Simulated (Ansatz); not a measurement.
# YTl: the cost of one run

Method: DFT LDA, scalar-relativistic, plane waves, PAW, in Ansatz 0.2.0.

1 further run of the same task is left out (set aside as unsound or not needed).

### 1 The starting structure

It takes space group Pm-3m (No. 221, cubic). Conventional cell: a = 3.696 Å, b = 3.696 Å, c = 3.696 Å, α = 90.00°, β = 90.00°, γ = 90.00°. Around Y (site symmetry m-3m) lie 8 Tl at 3.20 Å. Tl (site symmetry m-3m) is surrounded by 8 Y at 3.20 Å.

Structure file:

```
CELL_PARAMETERS angstrom
3.69633 0.00000 0.00000
0.00000 3.69633 0.00000
0.00000 0.00000 3.69633
ATOMIC_POSITIONS crystal
Y 0.50000 0.50000 0.50000
Tl 0.00000 0.00000 0.00000
```

This cell was relaxed beforehand with the same method: volume 25.25 Å³/atom, gap on the mesh none (metal).

### 2 The cell under 5 GPa

At a set pressure the run lowers the enthalpy E + PV, so the energy alone may rise along the way.

Contents of input.yaml:

```yaml
crystal:
  lattice:
    - [3.6963328083, 0.0, 0.0]
    - [0.0, 3.6963328083, 0.0]
    - [0.0, 0.0, 3.6963328083]
  atoms:
    - { symbol: "Y", position: [0.5, 0.5, 0.5] }
    - { symbol: Tl, position: [0.0, 0.0, 0.0] }
basis:
  ecutwfc: 420
kpoints:
  mp_grid: { grid: [12, 12, 12] }
hamiltonian:
  xc: lda
scf:
  occupations: { method: fermi_dirac, width: 0.15 }
output:
  forces: true
  stress: true
  eigenvalues: true
relax:
  adjacent_minimum: "off"
  f_tol: 0.001
  max_steps: 60
  cell: { stress_tol: 0.02, p_target: 5.0 }
```

Run with:

```
> ansatz run input.yaml --threads 1 --pin off --max-ram 3072MiB --backend cpu --events-out ev --progress --plain --runs-dir out
```

**Question.** How long does this run take on 1 thread of Arm Neoverse V2, shared host, and how much memory does it need?

About 20 s, with a peak of 0.35 GiB.
